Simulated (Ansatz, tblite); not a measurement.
# GeH(OAc)3 (C6H10GeO6): a ladder of methods and basis sets

An exercise on one series of results from a longer session: the logs are not shown, and one member is left open.

Program: Ansatz 0.2.0, Gaussian basis. Level of theory: as each input shows. These are calculated values, not measurements.

Plan: GFN1-xTB, GFN2-xTB, PBE-D4/def2-TZVP, r2SCAN-D4/def2-TZVP, PBE-QIDH/def2-TZVP, B3LYP-D4/def2-TZVP, B97M-V/def2-TZVP, PBE-D4/def2-SVP, PBE0-D4/def2-SVP, CCSD(T)/def2-SVP, MP2/def2-TZVP, RPA/def2-TZVP.

## The structure

The geometry is that of the singlet, from an earlier relaxation (PBE-D4/def2-SVP).

23 atoms, charge 0, spin multiplicity 1.

Bond lengths: Ge1–H2 1.525 Å, Ge1–O3 1.852 Å, Ge1–O10 1.852 Å, Ge1–O17 1.852 Å, O3–C4 1.343 Å, C4–C5 1.505 Å, C4–O6 1.228 Å, C5–H7 1.103 Å, C5–H8 1.108 Å, C5–H9 1.108 Å, O10–C11 1.343 Å, C11–C12 1.505 Å, C11–O13 1.228 Å, C12–H14 1.103 Å, C12–H15 1.108 Å, C12–H16 1.108 Å, O17–C18 1.343 Å, C18–C19 1.505 Å and more. Angles: H2–Ge1–O3 118.4°, H2–Ge1–O10 118.3°, H2–Ge1–O17 118.4°, O3–Ge1–O10 99.3°, O3–Ge1–O17 99.3°, O10–Ge1–O17 99.3°, Ge1–O3–C4 108.0°, O3–C4–C5 113.8°, O3–C4–O6 120.8°, C5–C4–O6 125.4°, C4–C5–H7 110.1°, C4–C5–H8 109.8°, C4–C5–H9 109.5°, H7–C5–H8 110.4°, H7–C5–H9 110.1°, H8–C5–H9 106.9°, Ge1–O10–C11 108.0°, O10–C11–C12 113.8° and more.

PBE0-D4/def2-TZVP was run before; its log isn't repeated, and its numbers join the tables.

Set-up of the first run:

Tight binding, by tblite at 300 K electronic temperature and without a spin-polarisation term:

```python
tblite.interface.Calculator('GFN1-xTB', numbers, positions, charge=0, uhf=0).singlepoint()
```

Tight binding, by tblite at 300 K electronic temperature and without a spin-polarisation term:

```python
tblite.interface.Calculator('GFN2-xTB', numbers, positions, charge=0, uhf=0).singlepoint()
```

start.molden holds the orbitals of an earlier run on this state, given as this run's starting guess.

in.yaml

```yaml
crystal:
  periodic: [false, false, false]
  atoms:
    - {symbol: Ge, position_ang: [0.004544, -0.009508, 0.649422]}
    - {symbol: H, position_ang: [0.017696, -0.032729, 2.173799]}
    - {symbol: O, position_ang: [1.625745, -0.045100, -0.245181]}
    - {symbol: C, position_ang: [2.382647, 0.959551, 0.225506]}
    - {symbol: C, position_ang: [3.749011, 1.035217, -0.400885]}
    - {symbol: O, position_ang: [1.954930, 1.717196, 1.092071]}
    - {symbol: H, position_ang: [4.297166, 1.909510, -0.010481]}
    - {symbol: H, position_ang: [3.654176, 1.099224, -1.502678]}
    - {symbol: H, position_ang: [4.309241, 0.104965, -0.179168]}
    - {symbol: O, position_ang: [-0.774649, 1.439546, -0.200935]}
    - {symbol: C, position_ang: [-2.023646, 1.577526, 0.273136]}
    - {symbol: C, position_ang: [-2.772989, 2.740533, -0.319259]}
    - {symbol: O, position_ang: [-2.466269, 0.801680, 1.115795]}
    - {symbol: H, position_ang: [-3.801133, 2.771925, 0.079752]}
    - {symbol: H, position_ang: [-2.790468, 2.652064, -1.423375]}
    - {symbol: H, position_ang: [-2.242322, 3.683595, -0.079971]}
    - {symbol: O, position_ang: [-0.860428, -1.382115, -0.244014]}
    - {symbol: C, position_ang: [-0.353372, -2.546210, 0.193530]}
    - {symbol: C, position_ang: [-0.984587, -3.758745, -0.435984]}
    - {symbol: O, position_ang: [0.539811, -2.566422, 1.036042]}
    - {symbol: H, position_ang: [-0.483740, -4.674935, -0.079556]}
    - {symbol: H, position_ang: [-0.919275, -3.686691, -1.539378]}
    - {symbol: H, position_ang: [-2.062091, -3.790068, -0.178186]}
basis:
  gaussian: {orbitals: def2-TZVP, fitting: {mean_field: def2-universal-jkfit}, initial_orbitals: start.molden}
hamiltonian: {xc: pbe, dispersion: d4}
scf: {omitted_lower_state_checks: [starts]}
output: {forces: true, orbitals: {seedname: orbitals}}
```

Command:

```
ansatz run in.yaml --threads 2 --pin off --events-out ev --progress --plain --max-ram 22528MiB --backend cuda --devices 0, --max-vram 18GiB
```

Among the steps run: PBE-D4/def2-TZVP; r2SCAN-D4/def2-TZVP; PBE-QIDH/def2-TZVP; B3LYP-D4/def2-TZVP; B97M-V/def2-TZVP; PBE-D4/def2-SVP; PBE0-D4/def2-SVP; CCSD(T)/def2-SVP; MP2/def2-TZVP; RPA/def2-TZVP.

One of the session's tables, all rows but one given; the rest of the session is left out.

It belongs to the step «Binding energy». 

| method | binding an atom (eV) |
| --- | --- |
| HF/def2-SVP | 3.173 |
| HF/def2-TZVP | 3.118 |
| PBE-D4/def2-SVP | ? |
| PBE-D4/def2-TZVP | 4.668 |
| r2SCAN-D4/def2-TZVP | 4.536 |
| B97M-V/def2-TZVP | 4.511 |
| B3LYP-D4/def2-TZVP | 4.487 |
| PBE0-D4/def2-SVP | 4.576 |
| PBE0-D4/def2-TZVP | 4.521 |
| MP2/def2-SVP | 4.406 |
| MP2/def2-TZVP | 4.495 |
| CCSD/def2-SVP | 4.224 |
| CCSD(T)/def2-SVP | 4.291 |

Q: Estimate the row for PBE-D4/def2-SVP from the others.

The run gave: binding an atom (eV): 4.731. In the column «binding an atom (eV)» it is the highest.

Limits of these values: Free atoms were run apart at each level; binding is atoms less cluster, divided by the number of atoms, without zero-point or spin-orbit terms.
